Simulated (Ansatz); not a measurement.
# ClH₃HfSe₃: basis-set convergence

The task here is to estimate one member of a computed series from the others.

Computed with Ansatz 0.2.0, Gaussian basis. Level: one geometry, several basis sets.

The runs, in order: PBE0-D4/def2-SVP; ωB97M-V/def2-SVP; PBE0-D4/def2-QZVPP; ωB97M-V/def2-QZVPP; the functionals' def2-TZVPP values are taken from earlier runs.

### The geometry

An earlier PBE0-D4 in a triple-zeta def2 set relaxation fixed the geometry. Hf takes the def2 core potential; no spin-orbit term is included.

SMILES `[Cl][Hf]([SeH])([SeH])[SeH]`, 8 atoms, charge 0, spin multiplicity 1.

Atoms are counted from 1 here; the program's logs count them from 0.

Bond lengths: Cl1–Hf2 2.323 Å, Hf2–Se3 2.551 Å, Hf2–Se4 2.560 Å, Hf2–Se5 2.553 Å, Se3–H6 1.474 Å, Se4–H7 1.474 Å, Se5–H8 1.476 Å. Angles: Cl1–Hf2–Se3 110.9°, Cl1–Hf2–Se4 110.0°, Cl1–Hf2–Se5 112.0°, Se3–Hf2–Se4 110.5°, Se3–Hf2–Se5 104.4°, Se4–Hf2–Se5 108.9°, Hf2–Se3–H6 86.7°, Hf2–Se4–H7 86.3°, Hf2–Se5–H8 88.2°.

Coordinates:

| atom | x (Å) | y (Å) | z (Å) |
| --- | --- | --- | --- |
| Cl1 | -2.3828 | -1.1479 | 1.1938 |
| Hf2 | -0.3679 | -0.3442 | 0.3631 |
| Se3 | 1.6041 | -1.3275 | 1.6485 |
| Se4 | -0.3305 | 2.2132 | 0.4816 |
| Se5 | 0.0268 | -1.0680 | -2.0529 |
| H6 | 2.2476 | -0.0092 | 1.5036 |
| H7 | 0.4867 | 2.1636 | -0.7445 |
| H8 | -1.2841 | -0.4801 | -2.3931 |

The first run:

Input file in.yaml:

```yaml
crystal:
  periodic: [false, false, false]
  atoms:
    - {symbol: Cl, position_ang: [-2.382762, -1.147884, 1.193835]}
    - {symbol: Hf, position_ang: [-0.367905, -0.344210, 0.363115]}
    - {symbol: Se, position_ang: [1.604143, -1.327454, 1.648532]}
    - {symbol: Se, position_ang: [-0.330534, 2.213245, 0.481561]}
    - {symbol: Se, position_ang: [0.026810, -1.067976, -2.052912]}
    - {symbol: H, position_ang: [2.247647, -0.009240, 1.503563]}
    - {symbol: H, position_ang: [0.486668, 2.163643, -0.744536]}
    - {symbol: H, position_ang: [-1.284066, -0.480134, -2.393148]}
basis:
  gaussian: {orbitals: def2-SVP}
hamiltonian: {xc: pbe0, dispersion: d4}
output: {orbitals: {seedname: orbitals}}
```

Run with:

```
$ ansatz run in.yaml --threads 4 --pin off --events-out ev --progress --plain --max-ram 11315MiB
```

Among the steps run: PBE0-D4 in def2-SVP; ωB97M-V in def2-SVP; PBE0-D4 in def2-QZVPP; ωB97M-V in def2-QZVPP.

One of the session's tables, all rows but one given; the rest of the session is left out.

It belongs to the step «Functionals by basis». 

```
functional       basis  HOMO (eV)  LUMO (eV)
   PBE0-D4    def2-SVP      -7.50      -2.25
   PBE0-D4  def2-TZVPP      -7.50      -2.21
   PBE0-D4  def2-QZVPP      -7.50      -2.23
   ωB97M-V    def2-SVP      -9.56      -0.25
   ωB97M-V  def2-TZVPP      -9.58      -0.23
   ωB97M-V  def2-QZVPP          ?          ?
```

Estimate the missing values for ωB97M-V, def2-QZVPP.

As computed: HOMO (eV): -9.59; LUMO (eV): -0.26. In the column «HOMO (eV)» it is the lowest.
